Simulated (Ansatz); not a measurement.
**ZnCu2SnS4: further runs on the relaxed cell**

The task here is to estimate one member of a computed series from the others.

Method: DFT r2SCAN, scalar-relativistic, plane waves, PAW, in Ansatz 0.2.0.

### The starting structure

Symmetry: I-4, No. 82, tetragonal system. The conventional cell has a = 5.415 Å, b = 5.415 Å, c = 10.818 Å, α = 90.00°, β = 90.00°, γ = 90.00°. Around Zn (site symmetry -4) lie 4 S at 2.34 Å. Around Cu (site symmetry -4) lie 4 S at 2.30 Å. Sn (site symmetry -4) has 4 S at 2.44 Å as nearest neighbours. Around S (site symmetry 1) lie 2 Cu at 2.30 Å and 1 Zn at 2.34 Å and 1 Sn at 2.44 Å.

Coordinates:

```
CELL_PARAMETERS angstrom
-2.70744 2.70744 5.40891
2.70744 -2.70744 5.40891
2.70744 2.70744 -5.40891
ATOMIC_POSITIONS crystal
Zn 0.25000 0.75000 0.50000
Cu 0.00000 0.00000 0.00000
Cu 0.75000 0.25000 0.50000
Sn 0.50000 0.50000 0.00000
S 0.37130 0.89345 0.00646
S 0.10655 0.11301 0.47785
S 0.88699 0.36483 0.99354
S 0.63517 0.62870 0.52215
```

It is the result of an earlier relaxation at this level (volume 19.82 Å³/atom; gap on the mesh: 0.47 eV).

The first run:

input.yaml

```yaml
crystal:
  lattice:
    - [-2.7074374144, 2.7074374144, 5.4089144824]
    - [2.7074374144, -2.7074374144, 5.4089144824]
    - [2.7074374144, 2.7074374144, -5.4089144824]
  atoms:
    - { symbol: Zn, position: [0.25, 0.75, 0.5] }
    - { symbol: Cu, position: [0.0, 0.0, 0.0] }
    - { symbol: Cu, position: [0.75, 0.25, 0.5] }
    - { symbol: Sn, position: [0.5, 0.5, 0.0] }
    - { symbol: S, position: [0.3712973254, 0.8934516666, 1.0064623554] }
    - { symbol: S, position: [0.1065483334, 0.1130106888, 0.4778456588] }
    - { symbol: S, position: [0.8869893112, 0.36483497, -0.0064623554] }
    - { symbol: S, position: [0.63516503, 0.6287026746, 0.5221543412] }
basis:
  ecutwfc: 500
kpoints:
  mp_grid: { grid: [10, 10, 10] }
  band_path: { path: [VBM, CBM], npoints: 2 }
hamiltonian:
  xc: r2scan
scf:
  occupations: { method: gaussian, width: 0.02 }
output:
  forces: false
  stress: false
  eigenvalues: true
checkpoint:
  read: start.run
  write: ck
  compress: false
  write_wavefunctions: false
  write_every: 100000
```

On the command line:

```sh
> ansatz run input.yaml --threads 8 --pin off --max-ram 22528MiB --backend cpu --events-out ev --progress --plain --runs-dir out
```

Among the steps run: Seeking the band edges over the whole zone; Levels beside the edges; Point at V/V0 = 0.97; Point at V/V0 = 1.03; Point at V/V0 = 0.94; Point at V/V0 = 1.06.

One table of the session follows, with a row left open; its other results are not shown here.

It belongs to the step «Equation of state». 

```
volume (Å³/atom)  energy above the lowest point (meV/atom)  pressure (GPa)  gap on the mesh (eV)
          18.635                                      19.4            5.53                  0.67
          19.230                                         ?               ?                     ?
          19.824                                       0.0            0.00                  0.47
          20.419                                       4.1           -2.12                  0.39
          21.014                                      15.3           -3.91                  0.31
```

**Question.** Estimate the row for volume (Å³/atom) = 19.230.

Worked estimate for «energy above the lowest point (meV/atom)». A straight line through the neighbours (18.635, 19.4) and (19.824, 0.0) gives 19.4 + (0.0 − 19.4) × (19.230 − 18.635) / (19.824 − 18.635) = 9.7; a parabola fitted to 3 rows on both sides gives 5.1.

**Answer.** energy above the lowest point (meV/atom): 4.6; pressure (GPa): 2.53; gap on the mesh (eV): 0.57. In «energy above the lowest point (meV/atom)» the line misses by +5.1 and the parabola by +0.5.
